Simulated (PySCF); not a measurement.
# Lu2S3: forces at shaken geometries

Aim: move all atoms of relaxed Lu2S3 at random and read energies and forces. The structure is generated, not taken from experiment.

Program: PySCF 2.14.0. Level of theory: B3LYP, Lu lcecp-1-SVP with ECP60, S def2-SVP; scalar-relativistic core potentials, no spin–orbit coupling. These are calculated values, not measurements.

2 further runs of the same task are left out: 1 for a known fault of the program, 1 that didn't finish.

**1. The system as given**

5 atoms, charge 0, spin multiplicity 1.

Bond lengths: Lu1–S3 2.528 Å, Lu1–S4 2.301 Å, Lu2–S3 2.528 Å, Lu2–S5 2.301 Å. Angles: S3–Lu1–S4 124.9°, S3–Lu2–S5 124.9°, Lu1–S3–Lu2 130.1°.

As a file:

```
atom    x (Å)    y (Å)    z (Å)
 Lu1  -0.3541  -0.4782   2.2929
 Lu2  -0.3541  -0.4782  -2.2929
  S3  -0.9883  -1.3346   0.0000
  S4   0.9945   1.3430   2.6913
  S5   0.9945   1.3430  -2.6913
```

Formal oxidation states: Lu +3. Each metal's 14 4f electrons lie in its core potential, so multiplicities, spins and levels count the valence alone. An earlier session relaxed this geometry at B3LYP, Lu lcecp-1-SVP with ECP60, S def2-SVP (singlet, point group C2v).

Its energy there is -1274.425776 Eh.

**2. Atoms moved at random, σ = 0.1 Å**

Contents of run.py (the lines that set the calculation):

```python
mol = gto.M(atom='''
Lu    -0.42577    -0.41727     2.24204
Lu    -0.21736    -0.33554    -2.39925
S     -0.91486    -1.50169     0.12599
S      0.94353     1.37227     2.63746
S      0.90690     1.27715    -2.60625''',
    basis={'Lu': 'lcecp-1-SVP', 'S': 'def2-SVP'},
    ecp={'Lu': 'lcecp-1-SVP'},
    charge=0, spin=0)
mf = dft.RKS(mol, xc='B3LYP')
mf.grids.atom_grid = (50, 194)  # f atoms: unpruned, at least (60, 302)
mf = mf.density_fit()  # fitting sets: Lu AutoAux, S def2-universal-JKFIT
mf.conv_tol = 1e-08; mf.max_cycle = 55
mf.kernel(dm0)  # dm0: the density of the relaxed state
```

Command:

```
$ OMP_NUM_THREADS=2 python run.py
```

**3. Atoms moved at random, σ = 0.15 Å**

Contents of run.py (the lines that set the calculation):

```python
mol = gto.M(atom='''
Lu    -0.39292    -0.46440     2.27670
Lu    -0.21885    -0.45917    -2.38302
S     -1.21690    -1.42073     0.05050
S      1.04210     1.42209     2.69179
S      1.07902     1.31714    -2.63597''',
    basis={'Lu': 'lcecp-1-SVP', 'S': 'def2-SVP'},
    ecp={'Lu': 'lcecp-1-SVP'},
    charge=0, spin=0)
mf = dft.RKS(mol, xc='B3LYP')
mf.grids.atom_grid = (50, 194)  # f atoms: unpruned, at least (60, 302)
mf = mf.density_fit()  # fitting sets: Lu AutoAux, S def2-universal-JKFIT
mf.conv_tol = 1e-08; mf.max_cycle = 55
mf.kernel(dm0)  # dm0: the density of the relaxed state
```

**4. Atoms moved at random, σ = 0.1 Å**

Contents of run.py (the lines that set the calculation):

```python
mol = gto.M(atom='''
Lu    -0.60782    -0.36448     2.27326
Lu    -0.28434    -0.40381    -2.15610
S     -0.86154    -1.42705    -0.12830
S      1.10629     1.26149     2.72329
S      0.93985     1.32877    -2.71214''',
    basis={'Lu': 'lcecp-1-SVP', 'S': 'def2-SVP'},
    ecp={'Lu': 'lcecp-1-SVP'},
    charge=0, spin=0)
mf = dft.RKS(mol, xc='B3LYP')
mf.grids.atom_grid = (50, 194)  # f atoms: unpruned, at least (60, 302)
mf = mf.density_fit()  # fitting sets: Lu AutoAux, S def2-universal-JKFIT
mf.conv_tol = 1e-08; mf.max_cycle = 55
mf.kernel(dm0)  # dm0: the density of the relaxed state
```

What does the calculation give? Wanted: for each run, σ; energy rise; harmonic estimate −½ F·u; largest force component.

**Answer**, as computed:

| σ (Å) | energy rise (eV) | harmonic estimate −½ F·u (eV) | largest force component (eV/Å) |
| --- | --- | --- | --- |
| 0.1 | 1.882 | 2.145 | 10.15 |
| 0.15 | 0.404 | 0.378 | 1.86 |
| 0.1 | 0.598 | 0.651 | 3.34 |

Every displacement raises the energy. For a harmonic well the rise equals −½ F·u; the two differ by at most 14 % here (a move with σ = 0.1 Å), from anharmonicity, the grid and the small forces left at the relaxed point. The bases are small and lack diffuse functions. Spin–orbit coupling is left out.
